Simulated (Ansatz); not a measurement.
Input of an Ansatz 0.2.0 run:

The input input.yaml:

```yaml
crystal:
  lattice:
    - [6.65272, 0.04946, 0.02017]
    - [2.8607, 8.36464, 0.00384]
    - [2.68279, 2.46936, 9.19569]
  atoms:
    - { symbol: Ba, position: [0.80419, 0.04665, 0.02264] }
    - { symbol: Ba, position: [0.21205, 0.95157, 0.34012] }
    - { symbol: V, position: [0.7454, 0.70796, 0.33582], spin: 2.0 }
    - { symbol: V, position: [0.25963, 0.26599, 0.03225], spin: 2.0 }
    - { symbol: V, position: [0.04074, 0.07695, 0.66106], spin: 2.0 }
    - { symbol: Tl, position: [0.25636, 0.39847, 0.35003] }
    - { symbol: Tl, position: [0.58966, 0.34866, 0.60553] }
    - { symbol: Tl, position: [0.57327, 0.88069, 0.66842] }
    - { symbol: Tl, position: [0.74552, 0.49664, 0.11648] }
    - { symbol: Tl, position: [0.11891, 0.64206, 0.74303] }
    - { symbol: O, position: [0.28433, 0.09717, 0.54175] }
    - { symbol: O, position: [0.8535, 0.49575, 0.34386] }
    - { symbol: O, position: [0.40255, 0.20448, 0.17282] }
    - { symbol: O, position: [0.88414, 0.05377, 0.55967] }
    - { symbol: O, position: [0.14017, 0.47956, 0.98899] }
    - { symbol: O, position: [0.54627, 0.73631, 0.48712] }
    - { symbol: O, position: [0.90594, 0.24279, 0.73262] }
    - { symbol: O, position: [0.61543, 0.80058, 0.18857] }
    - { symbol: O, position: [0.05538, 0.16451, 0.10164] }
    - { symbol: O, position: [0.08209, 0.90404, 0.80708] }
    - { symbol: O, position: [0.44178, 0.20123, 0.89187] }
    - { symbol: O, position: [0.94269, 0.80417, 0.30862] }
hamiltonian:
  xc: pbe
  pseudopotentials: { kind: paw }
magnetization:
  spin_polarized: true
kpoints:
  mp_grid: { grid: [5, 4, 3] }
  band_path:
    path:
      - [[0.0, 0.0, 0.5], [0.0, 0.0, 0.0], [0.5, 0.0, 0.0]]
      - [[0.5, 0.0, 0.5], [0.0, 0.0, 0.0], [0.0, 0.5, 0.0]]
      - [[0.0, 0.5, 0.5], [0.0, 0.0, 0.0], [0.5, 0.5, 0.0]]
      - [[0.5, 0.5, 0.5], [0.0, 0.0, 0.0]]
    npoints: 10
scf:
  occupations: { method: fermi_dirac, width: 0.05 }
  n_extra_bands: 55
output:
  forces: true
  stress: true
  eigenvalues: true
  fatbands: false
```

Potentials or basis: Ansatz PAW.

Run with:

```bash
$ ansatz run input.yaml --threads 8 --pin off --max-ram 20480MiB --backend cpu --events-out ev --progress --plain --runs-dir out
```

(1) Estimate the band gap along the path.

(2) What does it give for the band gap on the k mesh?

## Answers

(1) 2.89 eV, indirect (least direct gap 3.01 eV).

(2) 2.90 eV, indirect (least direct gap 3.01 eV).

Caveat: spin-orbit coupling is left out, which as a rule narrows the gap of such compounds by several tenths of an eV; the starting moments weren't kept.
